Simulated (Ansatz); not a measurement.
GaB:

```xyz
2
Lattice="2.7182 0.0000 0.0000 0.0000 2.7182 0.0000 0.0000 0.0000 3.2362" Properties=species:S:1:pos:R:3 pbc="T T T"
Ga    1.3591    1.3591    1.6181
B     0.0000    0.0000    0.0000
```

The cell was built by a generator and needn't be a form met in nature.

Base run:

| Item | Value |
| --- | --- |
| Program | Ansatz 0.2.0 |
| Functional | BLYP |
| Potentials or basis | Ansatz PAW |
| Cutoff | 420 eV (not typed: the program's choice for these potentials) |
| k mesh | 10 × 10 × 8 |
| Occupations | fermi-dirac, width 0.05 eV |
| Spin | no spin polarisation |

Its results: band gap on the k mesh none (metal or under the smearing width); pressure 8.0 GPa.

Question: After a change of settings the same cell gave: band gap on the k mesh none (metal or under the smearing width); pressure 2.4 GPa. Which change was it?
A. functional from BLYP to PBE
B. functional from BLYP to r2SCAN; cutoff from 420 eV (not typed: the program's choice for these potentials) to 500 eV (not typed: the program's choice for these potentials)
C. functional from BLYP to RPBE
D. functional from BLYP to PBEsol

Answer: C.

Caveats: the PAW data sets come from PBE, with cores solved anew for the run's functional, which leaves a small shift of forces and pressure.
